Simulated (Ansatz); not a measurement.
# Zn3S: the cost of one run

Computed with Ansatz 0.2.0 (DFT PBE, scalar-relativistic, plane waves, PAW, unless a step's input says otherwise).

1 further run of the same task is left out (it didn't finish).

### Step 1. The structure to begin with

It takes space group Pm-3m (No. 221, cubic). The conventional cell has a = 3.954 Å, b = 3.954 Å, c = 3.954 Å, α = 90.00°, β = 90.00°, γ = 90.00°. Around Zn (site symmetry 4/mmm) lie 8 Zn at 2.80 Å and 4 S at 2.80 Å. S (site symmetry m-3m) is surrounded by 12 Zn at 2.80 Å.

Coordinates:

```cif
data_structure
_symmetry_space_group_name_H-M 'P 1'
_symmetry_Int_Tables_number 1
_cell_length_a 3.9543
_cell_length_b 3.9543
_cell_length_c 3.9543
_cell_angle_alpha 90.000
_cell_angle_beta 90.000
_cell_angle_gamma 90.000
_cell_volume 61.83
loop_
_atom_site_label
_atom_site_type_symbol
_atom_site_fract_x
_atom_site_fract_y
_atom_site_fract_z
_atom_site_occupancy
Zn1 Zn 0.00000 0.50000 0.50000 1
Zn2 Zn 0.50000 0.00000 0.50000 1
Zn3 Zn 0.50000 0.50000 0.00000 1
S1 S 0.00000 0.00000 0.00000 1
```

This is candidate A: Cu3Au (L1_2) type (Pm-3m, No. 221).

(A quick probe on a coarse mesh, which set the mesh and smearing, is not shown.)

### Step 3. Coarse relaxation (candidate A)

File input.yaml:

```yaml
crystal:
  lattice:
    - [3.9543140458, 0.0, 0.0]
    - [0.0, 3.9543140458, 0.0]
    - [0.0, 0.0, 3.9543140458]
  atoms:
    - { symbol: Zn, position: [0.0, 0.5, 0.5] }
    - { symbol: Zn, position: [0.5, 0.0, 0.5] }
    - { symbol: Zn, position: [0.5, 0.5, 0.0] }
    - { symbol: S, position: [0.0, 0.0, 0.0] }
basis:
  ecutwfc: 420
kpoints:
  mp_grid: { grid: [4, 4, 4] }
hamiltonian:
  xc: pbe
scf:
  occupations: { method: gaussian, width: 0.1 }
  lower_state_search: "off"
output:
  forces: true
  stress: true
  eigenvalues: true
relax:
  adjacent_minimum: "off"
  f_tol: 0.04
  max_steps: 70
  cell: { stress_tol: 0.4 }
```

The run is started by

```
ansatz run input.yaml --threads 1 --pin off --max-ram 2560MiB --backend cpu --events-out ev --progress --plain --runs-dir out
```

Q: Estimate wall time and peak memory on 1 thread of Arm Neoverse V1, shared host.

About 5.5 s, with a peak of 0.31 GiB.
